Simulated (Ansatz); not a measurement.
## C4H6Te, SMILES C=CC(=C)[TeH]: a geometry optimisation

Program: Ansatz 0.2.0, Python API.

The script, `opt.py`:
```python
import itertools

import ansatz as az
from ase.data import atomic_numbers, covalent_radii
import numpy as np
import pandas as pd


def main() -> None:
    geometry_ang = [
        ("C", (-1.7245, 0.4899, 0.4417)),
        ("C", (-0.5578, 0.1414, 0.7962)),
        ("C", (0.5477, 0.0379, -0.1604)),
        ("C", (1.844, -0.3607, 0.288)),
        ("Te", (0.3963, 0.5042, -2.2346)),
        ("H", (-2.0102, 0.8151, -0.5919)),
        ("H", (-2.5356, 0.5953, 1.172)),
        ("H", (-0.3563, -0.0888, 1.8332)),
        ("H", (1.9321, -0.6109, 1.3742)),
        ("H", (2.6079, -0.4531, -0.3671)),
        ("H", (-0.0781, -1.1273, -2.5305)),
    ]
    geometry = az.Crystal.molecule()
    for symbol, xyz in geometry_ang:
        geometry = geometry.atom(symbol, xyz)

    job = (
        geometry.calculation()
        .basis(gaussian="def2-SVP")
        .functional("b3lyp")
    )
    symbols = [site.symbol for site in geometry.cartesian_sites]
    start = np.array([site.position_ang for site in geometry.cartesian_sites], dtype=float)
    def progress(event):
        if event["event"] == "relax_step":
            row = event["data"]
            print(f"step {row['step']:3d}  E = {row['lagrangian_ev']:.6f} eV  largest force component {row['allowed_force_max_ev_ang']:.4f} eV/A")


    rep = job.relax(force_tolerance=0.005, max_steps=100).session().plan().execute(on_event=progress).report
    end = np.array(rep["positions_ang"])

    print("reference energy %16.6f eV" % rep["reference_energy_ev"])
    print("total energy     %16.6f eV" % rep["free_energy_ev"])
    print("occupied orbitals outside the frozen core (up, down):", rep["n_occupied"], " frozen:", rep["n_frozen"], " virtual:", rep["n_virtual"])

    radius = [covalent_radii[atomic_numbers[s]] for s in symbols]
    span = lambda where, i, j: np.linalg.norm(where[i] - where[j])
    bonded = [(i, j) for i, j in itertools.combinations(range(len(symbols)), 2) if min(span(start, i, j), span(end, i, j)) < 1.2 * (radius[i] + radius[j])]
    print("pair        before    after (A)")
    for i, j in bonded:
        print(f"{symbols[i]}{i}-{symbols[j]}{j}".ljust(10), f"{span(start, i, j):8.4f} {span(end, i, j):8.4f}")
    for first, second in list(itertools.combinations(bonded, 2)):
        shared = set(first) & set(second)
        if shared and symbols[(j := shared.pop())] != "H":
            i, k = sorted((set(first) | set(second)) - {j})
            u, v = end[i] - end[j], end[k] - end[j]
            angle = np.degrees(np.arccos(np.clip(u @ v / np.linalg.norm(u) / np.linalg.norm(v), -1, 1)))
            print(f"final angle {symbols[i]}{i}-{symbols[j]}{j}-{symbols[k]}{k}: {angle:.2f} deg")

    charges = rep["charge_distribution"]
    table = pd.DataFrame({"atom": symbols, "mulliken": charges["mulliken_charges_e"], "lowdin": charges["lowdin_charges_e"]})
    print(table.round(3).to_string())
    print("dipole (e A):", np.round(charges["dipole_moment_e_ang"], 4) + 0.0)


if __name__ == "__main__":
    main()
```

```console
$ python opt.py
step   1  E = -11536.095380 eV  largest force component 6.4016 eV/A
step   2  E = -11536.613377 eV  largest force component 1.6471 eV/A
step   3  E = -11536.706108 eV  largest force component 0.3381 eV/A
step   4  E = -11536.725509 eV  largest force component 0.2774 eV/A
step   5  E = -11536.735928 eV  largest force component 0.3877 eV/A
step   6  E = -11536.660141 eV  largest force component 1.8975 eV/A
step   7  E = -11536.752138 eV  largest force component 0.1317 eV/A
step   8  E = -11536.758373 eV  largest force component 0.0824 eV/A
step   9  E = -11536.759515 eV  largest force component 0.1449 eV/A
step  10  E = -11536.754359 eV  largest force component 0.3844 eV/A
step  11  E = -11536.765067 eV  largest force component 0.0459 eV/A
step  12  E = -11536.766079 eV  largest force component 0.0254 eV/A
step  13  E = -11536.766131 eV  largest force component 0.0310 eV/A
step  14  E = -11536.766236 eV  largest force component 0.0102 eV/A
step  15  E = -11536.766244 eV  largest force component 0.0021 eV/A
reference energy    -11536.766488 eV
total energy        -11536.766488 eV
occupied orbitals outside the frozen core (up, down): [27, 27]  frozen: 0  virtual: [85, 85]
pair        before    after (A)
C0-C1        1.2682   1.3412
C0-H5        1.1206   1.0932
C0-H6        1.0965   1.0928
C1-C2        1.4656   1.4660
C1-H7        1.0812   1.0987
C2-C3        1.4284   1.3458
C2-Te4       2.1314   2.1623
C3-H8        1.1181   1.0969
C3-H9        1.0106   1.0919
Te4-H10      1.7246   1.6740
final angle C1-C0-H5: 121.92 deg
final angle C1-C0-H6: 120.70 deg
final angle C0-C1-C2: 128.07 deg
final angle C0-C1-H7: 118.40 deg
final angle H5-C0-H6: 117.37 deg
final angle C2-C1-H7: 113.53 deg
final angle C1-C2-C3: 121.72 deg
final angle C1-C2-Te4: 120.87 deg
final angle C3-C2-Te4: 117.33 deg
final angle C2-C3-H8: 120.09 deg
final angle C2-C3-H9: 122.86 deg
final angle C2-Te4-H10: 94.09 deg
final angle H8-C3-H9: 117.05 deg
   atom  mulliken  lowdin
0     C    -0.026   0.019
1     C     0.006  -0.048
2     C    -0.159  -0.208
3     C    -0.014   0.005
4    Te     0.087   0.260
5     H     0.030  -0.005
6     H     0.027   0.006
7     H    -0.002   0.020
8     H     0.026   0.006
9     H     0.036   0.002
10    H    -0.011  -0.056
dipole (e A): [-0.015  -0.0353  0.1495]
```

Reading the output:
- The settings weren't tested for convergence.
- The end point is the stationary point reached from this start; no frequency run checks that it is a minimum, and the basis set is modest.
- def2 sets replace the cores of elements past krypton by effective core potentials.
- The Löwdin charges here are taken after orthogonalising the functions within each atom; they differ from plain Löwdin charges, and their signs can be unphysical.
- b3lyp holds the VWN-RPA fit, as in Gaussian; the form of ORCA and Turbomole is b3lyp5.
- It ran for 110 s on 1 thread of Arm Neoverse V1, with other jobs on the host, peak memory 0.39 GiB.
